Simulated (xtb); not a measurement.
**One shape, several levels: B2N2H5Cl (SMILES NB(N)BCl)**

We compute a comparison of 4 runs (GFN-FF, GFN2-xTB, GFN0-xTB, GFN1-xTB) of B2N2H5Cl. 

Program for the calculation: xtb 6.7.1 later snapshot.

1 further run of the same task is left out (it didn't finish).

### Step 1. Starting point

The species is B2N2H5Cl (10 atoms), meant as a singlet with charge 0. As SMILES, `NB(N)BCl`. Geometry: relaxed at GFN2-xTB.

Bond lengths: N1–B2 1.408 Å, B2–N3 1.410 Å, B2–B4 1.685 Å, B4–Cl5 1.707 Å, N1–H6 1.006 Å, N1–H7 1.004 Å, N3–H8 1.006 Å, N3–H9 1.003 Å, B4–H10 1.183 Å. Some angles: N1–B2–N3 117.5°, N1–B2–B4 121.1°, N3–B2–B4 121.4°, B2–B4–Cl5 121.2°, B2–N1–H6 124.2°, B2–N1–H7 122.7°, B2–N3–H8 123.6°, B2–N3–H9 123.4°, B2–B4–H10 125.0°, Cl5–B4–H10 113.8°.

### Step 2. Energy and forces at GFN-FF (run 1)

The input, .CHRG:

```
0
```

The input, .UHF:

```
0
```

The input, mol.xyz:

```xyz
10
start
N     -0.869010    -0.171390     1.116960
B      0.022990    -0.114900     0.029540
N      0.771000    -1.274150    -0.260270
B      0.188500     1.289150    -0.886930
Cl    -0.713850     2.691790    -0.525610
H     -1.004170    -0.982540     1.696180
H     -1.438720     0.608400     1.392040
H      0.699450    -2.129180     0.264860
H      1.430480    -1.331030    -1.013630
H      0.913320     1.413850    -1.813120
```

Launch:

```console
$ xtb mol.xyz --gfnff --grad | tee xtb.out
```

Standard output:

```text
* xtb version 6.7.1
[...]
         ::                     SUMMARY                     ::
         :::::::::::::::::::::::::::::::::::::::::::::::::::::
         :: total energy              -1.252403338286 Eh    ::
         :: gradient norm              0.021854558535 Eh/a0 ::
         ::.................................................::
         :: bond energy               -1.266079019018 Eh    ::
         :: angle energy               0.004397782601 Eh    ::
         :: torsion energy             0.000000019802 Eh    ::
         :: repulsion energy           0.057358325351 Eh    ::
         :: electrostat energy        -0.043711224984 Eh    ::
         :: dispersion energy         -0.004069391648 Eh    ::
         :: HB energy                 -0.000015291396 Eh    ::
         :: XB energy                  0.000000000000 Eh    ::
         :: bonded atm energy         -0.000284538992 Eh    ::
         :: external energy            0.000000000000 Eh    ::
         :: add. restraining           0.000000000000 Eh    ::
         :: total charge              -0.000000000000 e     ::
[...]
molecular dipole:
                 x           y           z       tot (Debye)
 q only:        0.243      -0.775       0.107       2.081
           -------------------------------------------------
          | TOTAL ENERGY               -1.252403338286 Eh   |
          | GRADIENT NORM               0.021854558535 Eh/α |
           -------------------------------------------------
########################################################################
[WARNING] Runtime exception occurred
-1- gfnff_setup: Could not read topology file.
########################################################################
[...]
```

Standard error:

```text
normal termination of xtb
```

It took 0.018 s on 1 thread of Arm Neoverse N1, shared host.

### Step 3. Energy and forces at GFN2-xTB (run 2)

Changes to mol.xyz since step 2:

```diff
@@ -1,3 +1,3 @@
 10
-start
+B2ClH5N2
 N     -0.869010    -0.171390     1.116960
```

Launch:

```console
$ xtb --json --gfn 2 --grad --parallel 1 -- mol.xyz > xtb.out
```

Standard output (excerpt; [...] marks lines left out):

```text
* xtb version 6.7.1
[...]
          :  # basis functions                  31          :
[...]
          :  # electrons                        28          :
[...]
          :  Hamiltonian                  GFN2-xTB          :
[...]
          :  net charge                          0          :
          :  unpaired electrons                  0          :
[...]
   *** convergence criteria satisfied after 14 iterations ***
[...]
         ::                     SUMMARY                     ::
         :::::::::::::::::::::::::::::::::::::::::::::::::::::
         :: total energy             -15.466115808609 Eh    ::
         :: gradient norm              0.000672918189 Eh/a0 ::
         :: HOMO-LUMO gap              2.895819125831 eV    ::
         ::.................................................::
         :: SCC energy               -15.608344457358 Eh    ::
         :: -> isotropic ES            0.060432876379 Eh    ::
         :: -> anisotropic ES          0.005383670411 Eh    ::
         :: -> anisotropic XC         -0.000197658863 Eh    ::
         :: -> dispersion             -0.005037634797 Eh    ::
         :: repulsion energy           0.142228648749 Eh    ::
         :: add. restraining           0.000000000000 Eh    ::
         :: total charge               0.000000000000 e     ::
         :::::::::::::::::::::::::::::::::::::::::::::::::::::
[...]
        14        2.0000           -0.3641740              -9.9097 (HOMO)
        15                         -0.2577546              -7.0139 (LUMO)
[...]
molecular dipole:
                 x           y           z       tot (Debye)
 q only:        0.191      -1.052       0.309
   full:        0.200      -1.132       0.341       3.048
molecular quadrupole (traceless):
[...]
          | TOTAL ENERGY              -15.466115808609 Eh   |
          | GRADIENT NORM               0.000672918189 Eh/α |
          | HOMO-LUMO GAP               2.895819125831 eV   |
           -------------------------------------------------
[...]
```

Standard error:

```text
normal termination of xtb
```

It took 0.038 s on 1 thread of Arm Neoverse N1, shared host.

### Step 4. Energy and forces at GFN0-xTB (run 3)

The input, start.xyz:

```xyz
10
start
N     -0.869010    -0.171390     1.116960
B      0.022990    -0.114900     0.029540
N      0.771000    -1.274150    -0.260270
B      0.188500     1.289150    -0.886930
Cl    -0.713850     2.691790    -0.525610
H     -1.004170    -0.982540     1.696180
H     -1.438720     0.608400     1.392040
H      0.699450    -2.129180     0.264860
H      1.430480    -1.331030    -1.013630
H      0.913320     1.413850    -1.813120
```

Launch:

```console
$ xtb start.xyz --grad --uhf 0 --gfn 0 > run.log 2> xtb.err
```

Standard output (excerpt; [...] marks lines left out):

```text
* xtb version 6.7.1
[...]
          :  # basis functions                  36          :
[...]
          :  # electrons                        28          :
[...]
 Zeroth order Hamiltonian       ...        0 min,  0.000 sec ( 16.486%)
[...]
         ::                     SUMMARY                     ::
         :::::::::::::::::::::::::::::::::::::::::::::::::::::
         :: total energy             -15.652875655920 Eh    ::
         :: gradient norm              0.032339346665 Eh/a0 ::
         :: HOMO-LUMO gap              3.542796573592 eV    ::
         ::.................................................::
         :: H0 energy                -15.676993207612 Eh    ::
         :: repulsion energy           0.167729267351 Eh    ::
         :: electrostat energy        -0.122905367052 Eh    ::
         :: -> Gsolv                   0.000000000000 Eh    ::
         ::    -> Gsasa                0.000000000000 Eh    ::
         ::    -> Gshift               0.000000000000 Eh    ::
         :: dispersion energy         -0.002433387610 Eh    ::
         :: short-range corr.         -0.018272960996 Eh    ::
         :: add. restraining           0.000000000000 Eh    ::
         :: total charge               0.000000000000 e     ::
         :::::::::::::::::::::::::::::::::::::::::::::::::::::
[...]
        14        2.0000           -0.4021609             -10.9434 (HOMO)
        15                         -0.2719655              -7.4006 (LUMO)
[...]
          | TOTAL ENERGY              -15.652875655920 Eh   |
          | GRADIENT NORM               0.032339346665 Eh/α |
          | HOMO-LUMO GAP               3.542796573592 eV   |
           -------------------------------------------------
[...]
```

Standard error:

```text
normal termination of xtb
```

It took 0.034 s on 1 thread of Arm Neoverse N1, shared host.

### Step 5. Energy and gradient at GFN1-xTB (run 4)

The input, xtb.inp:

```
$chrg 0
$spin 0
$end
```

The input, struc.xyz:

```xyz
10

N     -0.86901000    -0.17139000     1.11696000
B      0.02299000    -0.11490000     0.02954000
N      0.77100000    -1.27415000    -0.26027000
B      0.18850000     1.28915000    -0.88693000
Cl    -0.71385000     2.69179000    -0.52561000
H     -1.00417000    -0.98254000     1.69618000
H     -1.43872000     0.60840000     1.39204000
H      0.69945000    -2.12918000     0.26486000
H      1.43048000    -1.33103000    -1.01363000
H      0.91332000     1.41385000    -1.81312000
```

Launch:

```console
$ xtb struc.xyz --json --grad --input xtb.inp --gfn 1 -P 1 > xtb.out 2> xtb.err
```

Standard output:

```text
* xtb version 6.7.1
[...]
          :  # basis functions                  36          :
[...]
          :  # electrons                        28          :
[...]
          :  Hamiltonian                  GFN1-xTB          :
[...]
          :  net charge                          0          :
          :  unpaired electrons                  0          :
[...]
   *** convergence criteria satisfied after 9 iterations ***
[...]
         ::                     SUMMARY                     ::
         :::::::::::::::::::::::::::::::::::::::::::::::::::::
         :: total energy             -16.262273520516 Eh    ::
         :: gradient norm              0.046686035098 Eh/a0 ::
         :: HOMO-LUMO gap              3.271703260595 eV    ::
         ::.................................................::
         :: SCC energy               -16.426882266220 Eh    ::
         :: -> electrostatic           0.034129569976 Eh    ::
         :: repulsion energy           0.167844561467 Eh    ::
         :: dispersion energy         -0.003235815763 Eh    ::
         :: halogen bond corr.         0.000000000000 Eh    ::
         :: add. restraining           0.000000000000 Eh    ::
         :: total charge              -0.000000000000 e     ::
         :::::::::::::::::::::::::::::::::::::::::::::::::::::
[...]
        14        2.0000           -0.3980844             -10.8324 (HOMO)
        15                         -0.2778516              -7.5607 (LUMO)
[...]
     #   Z sym  total        # sym  WBO       # sym  WBO       # sym  WBO
 ---------------------------------------------------------------------------
     1   7      3.211 --     2      1.223     6      0.936     7      0.935
     2   5      3.469 --     1      1.223     3      1.216     4      0.967
     3   7      3.205 --     2      1.216     9      0.938     8      0.936
     4   5      3.174 --     5      1.181     2      0.967    10      0.961
     5  17      1.245 --     4      1.181
     6   1      0.959 --     1      0.936
     7   1      0.967 --     1      0.935
     8   1      0.959 --     3      0.936
     9   1      0.964 --     3      0.938
    10   1      0.997 --     4      0.961
 ---------------------------------------------------------------------------
[...]
          | TOTAL ENERGY              -16.262273520516 Eh   |
          | GRADIENT NORM               0.046686035098 Eh/α |
          | HOMO-LUMO GAP               3.271703260595 eV   |
           -------------------------------------------------
[...]
```

Standard error:

```text
normal termination of xtb
```

Wall time 0.034 s (1 thread of Arm Neoverse N1, shared host).

### Step 6. The series

```
run     level  energy (Eh)  dipole moment (D)  dispersion energy (kJ/mol)  largest force (eV/Å)  wall time
  1    GFN-FF    -1.252403               2.08                      -10.68                 0.716    0.018 s
  2  GFN2-xTB   -15.466116               3.05                      -13.23                 0.021    0.038 s
  3  GFN0-xTB   -15.652876               2.15                       -6.39                 0.995    0.034 s
  4  GFN1-xTB   -16.262274               3.06                       -8.50                 1.502    0.034 s
```

### Step 7. What came out

| quantity | value |
| --- | --- |
| run 4: total energy | -16.26227 Eh |
| run 4: dipole moment | 3.06 D |
| run 4: HOMO energy | -10.83 eV |
| run 4: LUMO energy | -7.56 eV |
| run 4: HOMO–LUMO gap | 3.27 eV |
| run 4: dispersion energy | -8.50 kJ/mol |
| run 4: largest force on an atom | 1.502 eV/Å |

What this shows: The dipole moment (its size) runs from 2.08 D (GFN-FF) to 3.06 D (GFN1-xTB). Over runs 2, 3, 4 the HOMO–LUMO gap runs from 2.90 eV (GFN2-xTB) to 3.54 eV (GFN0-xTB). Force-field and semi-empirical energies have zeros of their own, so their totals don't compare. All runs together took 0.12 s, the longest 0.038 s.
